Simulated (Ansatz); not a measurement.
# CH3AlClNS: basis-set convergence

How large a basis does CH3AlClNS need? Two functionals are run in growing sets.

Method: one geometry, several basis sets; program: Ansatz 0.2.0, Gaussian basis.

The runs, in order: PBE0-D4/def2-SVP; ωB97M-V/def2-SVP; PBE0-D4/def2-QZVPP; ωB97M-V/def2-QZVPP; the functionals' def2-TZVPP values are taken from earlier runs.

### 1 The geometry

An earlier PBE0-D4 in a triple-zeta def2 set relaxation fixed the geometry.

SMILES `N=[CH][Al]([SH])[Cl]`, 8 atoms, charge 0, spin multiplicity 1.

Atoms are counted from 1 here; the program's logs count them from 0.

Bond lengths: N1–C2 1.273 Å, N1–H6 1.024 Å, C2–Al3 1.968 Å, C2–H7 1.097 Å, Al3–S4 2.174 Å, Al3–Cl5 2.092 Å, S4–H8 1.345 Å. Angles: C2–N1–H6 112.4°, N1–C2–Al3 122.8°, N1–C2–H7 115.1°, Al3–C2–H7 122.1°, C2–Al3–S4 116.2°, C2–Al3–Cl5 123.3°, S4–Al3–Cl5 120.5°, Al3–S4–H8 91.9°.

As a file:

```xyz
8
CH3AlClNS
N     0.11722    1.21595    1.73130
C     0.76750    0.99932    0.65900
Al    0.19462   -0.31787   -0.68670
S    -1.64081   -1.39775   -0.25078
Cl    1.25476   -0.69540   -2.45080
H    -0.72129    0.63253    1.80312
H     1.67623    1.60171    0.53613
H    -1.55613   -2.09569   -1.39698
```

### 2 PBE0-D4 in def2-SVP

File in.yaml:

```yaml
crystal:
  periodic: [false, false, false]
  atoms:
    - {symbol: N, position_ang: [0.117217, 1.215949, 1.731302]}
    - {symbol: C, position_ang: [0.767504, 0.999318, 0.658999]}
    - {symbol: Al, position_ang: [0.194617, -0.317869, -0.686699]}
    - {symbol: S, position_ang: [-1.640806, -1.397752, -0.250775]}
    - {symbol: Cl, position_ang: [1.254759, -0.695399, -2.450798]}
    - {symbol: H, position_ang: [-0.721290, 0.632528, 1.803117]}
    - {symbol: H, position_ang: [1.676234, 1.601715, 0.536130]}
    - {symbol: H, position_ang: [-1.556134, -2.095689, -1.396976]}
basis:
  gaussian: {orbitals: def2-SVP}
hamiltonian: {xc: pbe0, dispersion: d4}
output: {orbitals: {seedname: orbitals}}
```

Command:

```bash
ansatz run in.yaml --threads 2 --pin off --events-out ev --progress --plain --max-ram 4352MiB
```

After this run come: ωB97M-V in def2-SVP; PBE0-D4 in def2-QZVPP; ωB97M-V in def2-QZVPP.

**Question.** What will the summary of the whole plan be? Wanted: PBE0-D4: double and triple zeta above quadruple; ωB97M-V: double and triple zeta above quadruple.

As calculated:

| quantity | value |
| --- | --- |
| PBE0-D4: double and triple zeta above quadruple | 14.41, 1.04 eV |
| ωB97M-V: double and triple zeta above quadruple | 14.38, 0.99 eV |

What this shows: For PBE0-D4 the step from double to triple zeta gains 13.37 eV and the next only 1.04 eV. These are total energies; as a rule much of such shifts cancels in differences, which this series doesn't test.
